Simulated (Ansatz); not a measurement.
**One shape, several levels: singlet GaCl2O−**

We compute a comparison of 6 runs (B3LYP/6-31G*, PBE0/aug-cc-pVDZ, r2SCAN/aug-cc-pVDZ, wB97M-V/aug-cc-pVDZ, RPA@PBE0/aug-cc-pVDZ, CCSD(T)/aug-cc-pVDZ) of singlet GaCl2O−. 

The results are computed with Ansatz 0.2.0.

47 further runs of the same task are left out: 5 that didn't finish, 42 set aside as unsound or not needed.

## 1. Starting point

GaCl2O−: 4 atoms, total charge -1, spin state singlet. As SMILES of the parent species, `[O][Ga]([Cl])[Cl]`. Geometry: relaxed at PBE0-D4/def2-TZVP. That shape belongs to the parent species and isn't relaxed for this state.

Bond lengths: O1–Ga2 1.794 Å, Ga2–Cl3 2.110 Å, Ga2–Cl4 2.110 Å. Angles: O1–Ga2–Cl3 118.5°, O1–Ga2–Cl4 118.5°, Cl3–Ga2–Cl4 123.0°.

## 2. The energy at B3LYP/6-31G(d) (Cartesian functions) (run 1)

Contents of molecule.yaml:

```yaml
crystal:
  periodic: [false, false, false]
  atoms:
    - {symbol: O, position_ang: [0.746300, 1.055700, 1.312100]}
    - {symbol: Ga, position_ang: [0.035800, 0.016900, 0.034200]}
    - {symbol: Cl, position_ang: [0.760400, -1.952900, -0.180900]}
    - {symbol: Cl, position_ang: [-1.486800, 0.819800, -1.185700]}
basis:
  gaussian:
    orbitals: "6-31G*"
accuracy: high
total_charge: -1
hamiltonian:
  xc: {name: B3LYP}
output:
  orbitals: {seedname: orbitals}
```

Started as:

```sh
$ ansatz run molecule.yaml --threads 1 --pin off --max-ram 3480MiB --events-out events.jsonl --progress --plain --runs-dir runs
```

Output:

```text
Warning: RAYON_NUM_THREADS=1 ignored (pool sized by the plan → 1); use --threads N
Functional definition: B3LYP
  name "B3LYP"
  parameter a0 = 0.2
  parameter ax = 0.72
  parameter ac = 0.81
  exchange = (1 - a0 - ax)*slater_x + ax*b88_x + a0*exact_x
  correlation = (1 - ac)*vwn_rpa_c + ac*lyp_c
1648 factors; integrals over basis functions are off by at most 5.7e-9 eV
mean field evaluation 1: about -79462.3289 eV, gradient 5.2e1 eV
mean field evaluation 2: about -79315.5561 eV, gradient 1.9e2 eV
mean field evaluation 4: about -79467.4870 eV, gradient 2.0e1 eV
mean field evaluation 8: about -79468.0368 eV, gradient 4.5e-1 eV
mean field evaluation 16: about -79468.0717 eV, gradient 3.4e-5 eV
mean field -79468.07174322 eV, -2920.3977711697 hartree, gradient 2.1e-8 eV, S^2 0.000000; 0 other end points of the search recorded, 0 dependent functions left out
reference -79468.07177806 eV, -2920.3977724499 hartree; 37, 37 occupied and 51, 51 virtual orbitals, 1648 factors
Total energy: -79468.07177806 eV, -2920.3977724499 hartree
```

It took 9 s on 1 thread of Arm Neoverse V2, shared host; peak memory 0.3 GiB.

## 3. A single-point energy at PBE0/aug-cc-pVDZ (run 2)

Contents of in.yaml:

```yaml
crystal:
  periodic: [false, false, false]
  atoms:
    - {symbol: O, position_ang: [0.746300, 1.055700, 1.312100]}
    - {symbol: Ga, position_ang: [0.035800, 0.016900, 0.034200]}
    - {symbol: Cl, position_ang: [0.760400, -1.952900, -0.180900]}
    - {symbol: Cl, position_ang: [-1.486800, 0.819800, -1.185700]}
basis:
  gaussian:
    orbitals: aug-cc-pVDZ
total_charge: -1
hamiltonian:
  xc: pbe0
accuracy: high
output: {orbitals: {seedname: orbitals}}
```

Started as:

```sh
$ ansatz run in.yaml --threads 1 --pin off --max-ram 3480MiB --events-out events.jsonl --progress --plain --runs-dir runs
```

Output:

```text
Warning: RAYON_NUM_THREADS=1 ignored (pool sized by the plan → 1); use --threads N
Functional definition: PBE0
  name "PBE0"
  parameter a = 0.25
  parameter kappa = 0.804
  parameter beta = 0.06672455060314922
  exchange = (1 - a)*pbe_x(kappa = kappa, mu = beta*pi^2/3) + a*exact_x
  correlation = pbe_c(beta = beta)
2216 factors; integrals over basis functions are off by at most 3.7e-9 eV
mean field evaluation 1: about -79451.6970 eV, gradient 4.9e1 eV
mean field evaluation 2: about -79297.4615 eV, gradient 1.8e2 eV
mean field evaluation 4: about -79456.9279 eV, gradient 1.1e1 eV
mean field evaluation 8: about -79457.3263 eV, gradient 1.4e-1 eV
mean field evaluation 16: about -79457.3264 eV, gradient 2.4e-5 eV
mean field -79457.32635581 eV, -2920.0028854658 hartree, gradient 7.6e-8 eV, S^2 0.000000; 0 other end points of the search recorded, 0 dependent functions left out
reference -79457.32635991 eV, -2920.0028856165 hartree; 37, 37 occupied and 76, 76 virtual orbitals, 2216 factors
Total energy: -79457.32635991 eV, -2920.0028856165 hartree
```

It took 18 s on 1 thread of Arm Neoverse V2, shared host; peak memory 0.46 GiB.

## 4. The energy at r2SCAN/aug-cc-pVDZ (run 3)

Contents of job.yaml:

```yaml
basis:
  gaussian:
    orbitals: aug-cc-pVDZ
crystal:
  periodic: [false, false, false]
  atoms:
    - {symbol: O, position_ang: [0.746300, 1.055700, 1.312100]}
    - {symbol: Ga, position_ang: [0.035800, 0.016900, 0.034200]}
    - {symbol: Cl, position_ang: [0.760400, -1.952900, -0.180900]}
    - {symbol: Cl, position_ang: [-1.486800, 0.819800, -1.185700]}
total_charge: -1
hamiltonian:
  xc: r2scan
accuracy: high
output:
  orbitals: {seedname: orbitals}
```

Started as:

```sh
$ ansatz run job.yaml --threads 1 --pin off --max-ram 3480MiB --events-out events.jsonl --progress --plain --runs-dir runs
```

Output:

```text
Warning: RAYON_NUM_THREADS=1 ignored (pool sized by the plan → 1); use --threads N
Functional definition: r2SCAN
  name "r2SCAN"
  parameter k0 = 0.174
  parameter k1 = 0.065
  parameter a1 = 4.9479
  exchange = r2scan_x(k0 = k0, k1 = k1, a1 = a1)
  correlation = r2scan_c
2216 factors; integrals over basis functions are off by at most 3.7e-9 eV
mean field evaluation 1: about -79465.4286 eV, gradient 5.3e1 eV
mean field evaluation 2: about -79274.7493 eV, gradient 1.7e2 eV
mean field evaluation 4: about -79470.9878 eV, gradient 1.8e1 eV
mean field evaluation 8: about -79471.7677 eV, gradient 2.4e-1 eV
mean field evaluation 16: about -79471.7678 eV, gradient 4.3e-5 eV
mean field -79471.76781501 eV, -2920.5335993025 hartree, gradient 1.1e-8 eV, S^2 0.000000; 0 other end points of the search recorded, 0 dependent functions left out
reference -79471.76781684 eV, -2920.5335993698 hartree; 37, 37 occupied and 76, 76 virtual orbitals, 2216 factors
Total energy: -79471.76781684 eV, -2920.5335993698 hartree
```

Run time: 32 s. Hardware: 1 thread of Arm Neoverse V2, shared host; peak memory 0.39 GiB.

Runs 4 to 5 aren't shown in full; the table further down has their settings and results.

## 5. A single-point energy at CCSD(T)/aug-cc-pVDZ (run 6)

Contents of run.yaml:

```yaml
crystal:
  periodic: [false, false, false]
  atoms:
    - {symbol: O, position_ang: [0.746300, 1.055700, 1.312100]}
    - {symbol: Ga, position_ang: [0.035800, 0.016900, 0.034200]}
    - {symbol: Cl, position_ang: [0.760400, -1.952900, -0.180900]}
    - {symbol: Cl, position_ang: [-1.486800, 0.819800, -1.185700]}
basis:
  gaussian: {orbitals: aug-cc-pVDZ}
total_charge: -1
correlation: {method: ccsd_t, frozen_orbitals: {Cl: 5, Ga: 9, O: 1}}
accuracy: high
scf: {omitted_lower_state_checks: [cluster_reference, increment]}
```

Started as:

```sh
$ ansatz run run.yaml --threads 1 --pin off --max-ram 3480MiB --events-out events.jsonl --progress --plain --runs-dir runs
```

Output (excerpt; [...] marks lines left out):

```text
Warning: RAYON_NUM_THREADS=1 ignored (pool sized by the plan → 1); use --threads N
Functional definition: HF
  name "HF"
[...]
2216 factors; integrals over basis functions are off by at most 3.7e-9 eV
[...]
mean field -79382.11737888 eV, -2917.2390065422 hartree, gradient 3.6e-8 eV, S^2 0.000000; 0 other end points of the search recorded, 0 dependent functions left out
20 core orbitals not correlated: weight in the atoms' cores, before any rotation towards them, 1.000 or more for the frozen orbitals, at most 0.000 for the correlated occupied ones
reference -79382.11737888 eV, -2917.2390065422 hartree; 17, 17 occupied and 76, 76 virtual orbitals, 2216 factors
second order -16.66041332 eV of doubles, -0.00000000 eV of singles
cycle   1  -16.36822227 eV  change    2.9e-1 eV  update   1.7e-1
[...]
cycle  26  -17.02428302 eV  change  -3.1e-10 eV  update   2.1e-9
perturbative correction -0.66731347 eV, -0.0245233178 hartree
Total energy: -79399.80897538 eV, -2917.8891607216 hartree
Checks for a lower state left out: cluster_reference, increment
```

Run time: 72 s. Hardware: 1 thread of Arm Neoverse V2, shared host; peak memory 0.82 GiB.

## 6. All runs side by side

```
run                               level  Cartesian functions  frozen core orbitals   energy (Eh)  HOMO energy (eV)  LUMO energy (eV)  HOMO–LUMO gap (eV)  wall time
  1  B3LYP/6-31G* (Cartesian functions)                  yes                     –  -2920.397772             -0.73              3.48                4.21        9 s
  2                    PBE0/aug-cc-pVDZ                   no                     –  -2920.002886             -1.37              2.79                4.16       18 s
  3                  r2SCAN/aug-cc-pVDZ                   no                     –  -2920.533599             -0.18              2.61                2.80       32 s
  4                 wB97M-V/aug-cc-pVDZ                   no                     –  -2920.477762             -3.78              3.24                7.03    2.1 min
  5                RPA@PBE0/aug-cc-pVDZ                   no                    20  -2918.048305                 –                 –                   –       30 s
  6                 CCSD(T)/aug-cc-pVDZ                   no                    20  -2917.889161                 –                 –                   –       72 s
```

## 7. Outcome

| quantity | value |
| --- | --- |
| run 6: total energy | -2917.88916 Eh |
| run 6: correlation energy (20 core orbitals frozen) | -650.2 mEh |
| run 6: (T) correction | -24.52 mEh |
| run 6: T1 diagnostic | 0.019 |

What this shows: Over runs 1, 2, 3, 4 the HOMO–LUMO gap runs from 2.80 eV (r2SCAN/aug-cc-pVDZ) to 7.03 eV (wB97M-V/aug-cc-pVDZ). The empty levels of an anion lie above zero and hang on the basis. Totals of different functionals can't be ranked against each other. All runs together took 4.8 min, the longest 2.1 min.
